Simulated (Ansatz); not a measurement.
# TaN: the cost of one run

Method: DFT PBEsol+U (U_eff = 7 eV on Ta d, around-mean-field double counting), plane waves, PAW, no spin–orbit coupling unless a run says so, in Ansatz 0.2.0.

## 1. The structure to begin with

Symmetry: Fm-3m, No. 225, cubic system. The conventional cell has a = 4.358 Å, b = 4.358 Å, c = 4.358 Å, α = 90.00°, β = 90.00°, γ = 90.00°. Ta (site symmetry m-3m) is surrounded by 6 N at 2.18 Å. N (site symmetry m-3m) has 6 Ta at 2.18 Å in its first shell of neighbours.

As a file:

```cif
data_structure
_symmetry_space_group_name_H-M 'Fm-3m'
_symmetry_Int_Tables_number 225
_cell_length_a 4.3580
_cell_length_b 4.3580
_cell_length_c 4.3580
_cell_angle_alpha 90.000
_cell_angle_beta 90.000
_cell_angle_gamma 90.000
_cell_volume 82.77
loop_
_atom_site_label
_atom_site_type_symbol
_atom_site_symmetry_multiplicity
_atom_site_Wyckoff_symbol
_atom_site_fract_x
_atom_site_fract_y
_atom_site_fract_z
_atom_site_occupancy
Ta1 Ta 4 b 0.50000 0.00000 0.00000 1
N1 N 4 a 0.00000 0.00000 0.00000 1
```

Magnetic order typed: ferromagnetic.

## 2. From atoms, symmetry kept, no search

input.yaml reads:

```yaml
crystal:
  lattice:
    - [0.0, 2.17900131, 2.17900131]
    - [2.17900131, 0.0, 2.17900131]
    - [2.17900131, 2.17900131, 0.0]
  atoms:
    - { symbol: Ta, position: [0.5, 0.5, 0.5], spin: 2.0 }
    - { symbol: "N", position: [0.0, 0.0, 0.0] }
basis:
  ecutwfc: 420
  ecutrho_ratio: 4
kpoints:
  mp_grid: { grid: [7, 7, 7] }
hamiltonian:
  xc: pbesol
  hubbard: { sites: [{ site: 0, l: d, u_eff: 7.0 }], double_counting: amf }
scf:
  occupations: { method: gaussian, width: 0.05 }
  lower_state_search: "off"
  max_iter: 150
output:
  forces: true
  stress: true
  eigenvalues: true
  populations: true
  hubbard: { sites: [{ site: 0, l: d }] }
magnetization:
  spin_polarized: true
```

Launch:

```bash
> ansatz run input.yaml --threads 2 --pin off --max-ram 3072MiB --backend cpu --events-out ev --progress --plain --runs-dir out
```

Q: Estimate wall time and peak memory on 2 threads of Arm Neoverse V2, shared host.

About 1.4 s, with a peak of 0.28 GiB.
